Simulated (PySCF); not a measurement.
# [TiI3]+: structure of the singlet

Aim: relax [TiI3]+ as a singlet from a trigonal pyramidal start, check by its vibrations whether the end is a minimum, and collect its spectrum and constants.

Method: B3LYP, basis Ti def2-SVP, I def2-SVP with ECP28, scalar-relativistic core potentials, no spin–orbit coupling, density fitting; program: PySCF 2.14.0.

**1. Where the work starts**

4 atoms, charge 1, spin multiplicity 1.

Bond lengths: Ti1–I2 2.636 Å, Ti1–I3 2.636 Å, Ti1–I4 2.636 Å. Angles: I2–Ti1–I3 99.8°, I2–Ti1–I4 99.8°, I3–Ti1–I4 99.8°.

```xyz
4
charge 1 multiplicity 1
Ti    0.0000    0.0000    0.0000
I     2.3276    0.0000    1.2376
I    -1.1638    2.0158    1.2376
I    -1.1638   -2.0158    1.2376
```

**2. The SCF at the typed geometry**

The steps below are one call of a driver around PySCF. For each, scf.py gives the equivalent set-up of the SCF; relaxations use the driver's own optimiser. After this first run the driver tries any further starts and a stability analysis.

The input, scf.py:

```python
from pyscf import gto, scf, dft
mol = gto.M(atom='''
Ti     0.000000     0.000000     0.000000
I      2.327600     0.000000     1.237600
I     -1.163800     2.015800     1.237600
I     -1.163800    -2.015800     1.237600''',
    basis={'Ti': 'def2-SVP', 'I': 'def2-SVP'},
    ecp={'I': 'def2-SVP'},
    charge=1, spin=0)
mf = dft.RKS(mol, xc='B3LYP')
mf.grids.atom_grid = (50, 194)
aux = {'Ti': 'def2-universal-JKFIT', 'I': 'def2-universal-JKFIT'}
mf = mf.density_fit(auxbasis=aux)
mf.conv_tol = 1e-08
mf.diis_space = 10
mf.max_cycle = 60
mf.init_guess = 'huckel'
mf.verbose = 4
mf.kernel()
```

Launch:

```sh
> OMP_NUM_THREADS=2 python axn.py task.json out
```

After this run come: Relaxing the singlet from the trigonal pyramidal start; Vibrations and properties at this point.

Before running it: what results should come out? Wanted: minimum; geometry; wavenumbers; dipole moment; highest occupied, lowest empty level; polar-tensor charge of Ti1; zero-point energy.

**Answer**, as computed:

| quantity | value |
| --- | --- |
| minimum | singlet, C3v |
| geometry | Ti–I 2.488 Å (×3); I–Ti–I 111.8° (×3) |
| wavenumbers (cm⁻¹) | 63 (e), 65 (a1), 231 (a1), 363 (e) |
| dipole moment (centre of mass) | 2.60 D |
| highest occupied, lowest empty level | -11.96, -9.15 eV |
| polar-tensor charge of Ti1 | +1.50 e |
| zero-point energy | 6.9 kJ/mol |
| entropy at 298.15 K | 385.6 J/(mol K) |

The trigonal pyramidal start keeps its C3v symmetry and ends in a minimum. In the infrared the band at 363 cm⁻¹ (e) leads. Only this shape and spin were tried, so other structures or states may lie lower. Spin–orbit coupling is left out.
